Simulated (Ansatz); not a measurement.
# Li+ with PH3: structure and interaction energy

One table from this session's results is given with a row withheld; the runs are named, their logs left out.

Method: PBE0-D4 structure, single points in def2-TZVPPD; program: Ansatz 0.2.0, Gaussian basis.

Levels: PBE-D4, revPBE-D4, BLYP-D4, r2SCAN-D4, B97M-V, PBE0-D4, B3LYP-D4, HSE06-D4, wB97X-V, wB97M-V, B2PLYP, Hartree-Fock, MP2, CCSD, CCSD(T). The reference is CCSD(T) extrapolated to the basis limit.

Cores are frozen in the correlated methods. The outer core shell of Li, Na, Mg and K is correlated. B3LYP uses VWN-RPA correlation. B2PLYP carries no dispersion term here.

163 further runs of the same task are left out: 163 set aside as unsound or not needed.

**The system as given**

The pair, from a GFN2-xTB docking trial: 5 atoms, charge 1, spin multiplicity 1.

Atoms are counted from 1 here; the program's logs count them from 0.

Bond lengths: Li1–P2 2.457 Å, P2–H3 1.380 Å, P2–H4 1.381 Å, P2–H5 1.381 Å. Angles: Li1–P2–H3 121.7°, Li1–P2–H4 121.6°, Li1–P2–H5 122.2°, H3–P2–H4 94.7°, H3–P2–H5 94.8°, H4–P2–H5 94.7°.

As a file:

```tsv
atom	x (Å)	y (Å)	z (Å)
Li1	0.0722	0.0094	-2.4017
P2	-0.0007	0.0022	0.0544
H3	0.9755	-0.6179	0.8080
H4	-1.0543	-0.5626	0.7458
H5	0.0073	1.1689	0.7935
```

Atoms 1 to 1 are fragment A (Li+), the rest fragment B (PH3).

Set-up of the first run:

The input, pre/in.yaml:

```yaml
crystal:
  periodic: [false, false, false]
  atoms:
    - {symbol: Li, position_ang: [0.072200, 0.009400, -2.401700]}
    - {symbol: P, position_ang: [-0.000700, 0.002200, 0.054400]}
    - {symbol: H, position_ang: [0.975500, -0.617900, 0.808000]}
    - {symbol: H, position_ang: [-1.054300, -0.562600, 0.745800]}
    - {symbol: H, position_ang: [0.007300, 1.168900, 0.793500]}
basis:
  gaussian: {orbitals: def2-SVP}
total_charge: 1
hamiltonian: {xc: pbe, dispersion: d4}
relax: {f_tol: 0.03, max_steps: 250}
```

Run with:

```console
ansatz run in.yaml --threads 2 --pin off --events-out ev --progress --plain --max-ram 5222MiB
```

Steps of the session up to this table: A first relaxation in a small basis; Relaxation at PBE0-D4; wB97X-V/def2-TZVPPD; wB97M-V/def2-TZVPPD; B2PLYP/def2-TZVPPD; B97M-V/def2-TZVPPD; CCSD(T)/def2-TZVPPD; Vibrations of the pair.

One table of the session follows, with a row left open; its other results are not shown here.

| method | interaction (kJ/mol) |
| --- | --- |
| PBE-D4 | -116.13 |
| revPBE-D4 | -113.60 |
| BLYP-D4 | -113.97 |
| r2SCAN-D4 | -107.80 |
| B97M-V | -105.74 |
| PBE0-D4 | -116.87 |
| B3LYP-D4 | -115.58 |
| HSE06-D4 | -116.83 |
| wB97X-V | -115.27 |
| wB97M-V | -109.08 |
| B2PLYP | -112.43 |
| Hartree-Fock | -112.47 |
| MP2 | -106.22 |
| CCSD | -106.38 |
| CCSD(T) | -105.69 |
| CCSD(T)/CBS | ? |

Q: Estimate the row for CCSD(T)/CBS from the others.

As computed: interaction (kJ/mol): -109.53. In the column «interaction (kJ/mol)» it lies between B2PLYP (-112.43) and wB97M-V (-109.08).

Among the levels timed on like hardware, those that no quicker one beats, quickest first: revPBE-D4 (2.1 s, -4.07 kJ/mol); r2SCAN-D4 (3 s, +1.72 kJ/mol); wB97M-V (7.2 s, +0.44 kJ/mol).

wB97M-V reaches 0.44 kJ/mol from the reference in 7.2 s; the quickest level in the cost chart, revPBE-D4, takes 2.1 s and misses by 4.07 kJ/mol.

To keep in mind: A lower arrangement may exist.
